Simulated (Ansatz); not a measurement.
# H4C: the cost of one run

Method: DFT LDA, plane waves, PAW, scalar-relativistic, no spin polarisation, in Ansatz 0.2.0.

## Step 1: Starting point

The cell holds 40 atoms (C8H32): a = 7.683 Å, b = 7.683 Å, c = 7.683 Å, α = 90.00°, β = 90.00°, γ = 90.00°.

The coordinates stand in the first input below.

## Step 2: Relaxing the start

Input file input.yaml:

```yaml
crystal:
  lattice:
    - [7.683475, 0.0, 0.0]
    - [0.0, 7.683475, 0.0]
    - [0.0, 0.0, 7.683475]
  atoms:
    - { symbol: C, position: [0.9525258, 0.1805362, 0.1771476] }
    - { symbol: H, position: [1.0119619, 0.0630318, 0.2298044] }
    - { symbol: H, position: [0.8855272, 0.2502075, 0.2809252] }
    - { symbol: H, position: [0.8594389, 0.1452434, 0.076143] }
    - { symbol: H, position: [1.0531751, 0.2636623, 0.1217179] }
    - { symbol: C, position: [0.6549803, 0.8626787, 0.2168324] }
    - { symbol: H, position: [0.7454602, 0.7836904, 0.2922441] }
    - { symbol: H, position: [0.5259625, 0.8555721, 0.275284] }
    - { symbol: H, position: [0.649328, 0.8140172, 0.0837429] }
    - { symbol: H, position: [0.6991706, 0.9974352, 0.2160584] }
    - { symbol: C, position: [0.1002503, 0.6228755, 0.4056822] }
    - { symbol: H, position: [0.2025949, 0.5460594, 0.3445467] }
    - { symbol: H, position: [-0.0251211, 0.5879692, 0.349324] }
    - { symbol: H, position: [0.1251688, 0.7607635, 0.3838042] }
    - { symbol: H, position: [0.0983585, 0.5967099, 0.5450539] }
    - { symbol: C, position: [0.1473047, 0.9394972, 0.8292695] }
    - { symbol: H, position: [0.2235234, 1.0385616, 0.8962742] }
    - { symbol: H, position: [0.0462922, 0.8908117, 0.9160963] }
    - { symbol: H, position: [0.2321472, 0.8325647, 0.7908004] }
    - { symbol: H, position: [0.0872559, 0.9960509, 0.7139069] }
    - { symbol: C, position: [0.5982481, 0.4612779, 0.5929285] }
    - { symbol: H, position: [0.674708, 0.5453027, 0.677819] }
    - { symbol: H, position: [0.5165554, 0.3762338, 0.6717099] }
    - { symbol: H, position: [0.6853731, 0.3826555, 0.5133015] }
    - { symbol: H, position: [0.5163558, 0.5409194, 0.5088835] }
    - { symbol: C, position: [0.6362801, 0.9937689, 0.6702746] }
    - { symbol: H, position: [0.6920328, 1.0920378, 0.7559925] }
    - { symbol: H, position: [0.5745944, 0.8925859, 0.7481821] }
    - { symbol: H, position: [0.7389607, 0.9364131, 0.5910301] }
    - { symbol: H, position: [0.5395324, 1.0540388, 0.5858939] }
    - { symbol: C, position: [0.4960297, 0.3008991, 0.2864364] }
    - { symbol: H, position: [0.5388547, 0.2169666, 0.3924272] }
    - { symbol: H, position: [0.4509729, 0.2211034, 0.1781996] }
    - { symbol: H, position: [0.6042677, 0.381906, 0.2435986] }
    - { symbol: H, position: [0.3900234, 0.3836202, 0.3315204] }
    - { symbol: C, position: [0.1780895, 0.1786929, 0.4739422] }
    - { symbol: H, position: [0.2915926, 0.1705447, 0.5585787] }
    - { symbol: H, position: [0.2193593, 0.2131083, 0.3426979] }
    - { symbol: H, position: [0.0894462, 0.2778561, 0.5231533] }
    - { symbol: H, position: [0.1119597, 0.0532626, 0.4713388] }
basis:
  ecutwfc: 420.0
kpoints:
  mp_grid: { grid: [1, 1, 1] }
hamiltonian:
  xc: lda
scf:
  occupations: { method: fermi_dirac, width: 0.05 }
  lower_state_search: "off"
relax:
  f_tol: 0.3
  max_steps: 15
  adjacent_minimum: "off"
```

Run with:

```bash
ansatz run input.yaml --threads 1 --pin off --max-ram 3072MiB --backend cpu --events-out ev --progress --plain --runs-dir out
```

What time and memory should one allow on 1 thread of Arm Neoverse V1, shared host?

About 6.5 s, with a peak of 0.37 GiB.
